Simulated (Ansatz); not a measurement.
# C3H7NSi: the cost of one run

Program: Ansatz 0.2.0. Level of theory: RKS PBE-D4/6-31G*. These are calculated values, not measurements.

**1. The starting structure**

Bond lengths: N1–Si2 1.685 Å, Si2–C3 1.863 Å, C3–C4 1.422 Å, Si2–C5 1.886 Å, C4–C5 1.535 Å, N1–H6 1.093 Å, N1–H7 1.024 Å, Si2–H8 1.431 Å, C3–H9 1.054 Å, C4–H10 1.041 Å, C5–H11 1.100 Å, C5–H12 1.075 Å. Angles (14 of 21 angles, heavy atoms first): N1–Si2–C3 110.6°, N1–Si2–C5 115.4°, C3–Si2–C5 74.4°, Si2–C3–C4 94.9°, C3–C4–C5 100.0°, Si2–C5–C4 90.3°, N1–Si2–H8 115.0°, C3–Si2–H8 113.9°, C5–Si2–H8 120.5°, Si2–N1–H6 106.6°, Si2–N1–H7 110.6°, Si2–C3–H9 131.2°, C4–C3–H9 133.3°, C3–C4–H10 128.2°.

Structure file:

```xyz
12

N     0.0089    1.0675    1.7206
Si   -0.6249   -0.1028    0.6871
C    -0.5491    0.4753   -1.0823
C     0.5103   -0.3996   -1.4507
C     0.6460   -1.2123   -0.1552
H    -0.7279    1.8738    1.7693
H     0.8094    1.5359    1.2859
H    -1.9014   -0.6222    1.0730
H    -1.0304    1.2742   -1.5729
H     0.9238   -0.5482   -2.3948
H     1.6378   -1.1445    0.3162
H     0.3745   -2.2524   -0.1622
```

**2. Relaxing end A**

Input file input.yaml:

```yaml
crystal:
  periodic: [false, false, false]
  atoms:
    - { symbol: "N", position_ang: [0.0089, 1.0675, 1.7206] }
    - { symbol: Si, position_ang: [-0.6249, -0.1028, 0.6871] }
    - { symbol: C, position_ang: [-0.5491, 0.4753, -1.0823] }
    - { symbol: C, position_ang: [0.5103, -0.3996, -1.4507] }
    - { symbol: C, position_ang: [0.646, -1.2123, -0.1552] }
    - { symbol: H, position_ang: [-0.7279, 1.8738, 1.7693] }
    - { symbol: H, position_ang: [0.8094, 1.5359, 1.2859] }
    - { symbol: H, position_ang: [-1.9014, -0.6222, 1.073] }
    - { symbol: H, position_ang: [-1.0304, 1.2742, -1.5729] }
    - { symbol: H, position_ang: [0.9238, -0.5482, -2.3948] }
    - { symbol: H, position_ang: [1.6378, -1.1445, 0.3162] }
    - { symbol: H, position_ang: [0.3745, -2.2524, -0.1622] }
basis:
  gaussian: { orbitals: "6-31G*" }
hamiltonian:
  xc: pbe
  dispersion: d4
relax:
  f_tol: 0.015
  max_steps: 40
```

Command:

```
ansatz run input.yaml --threads 1 --pin off --max-ram 2048MiB --backend cpu --events-out ev --progress --plain --runs-dir out
```

Q: Estimate wall time and peak memory on 1 thread of an x86-64 CPU, shared host.

About 72 s, with a peak of 0.2 GiB.
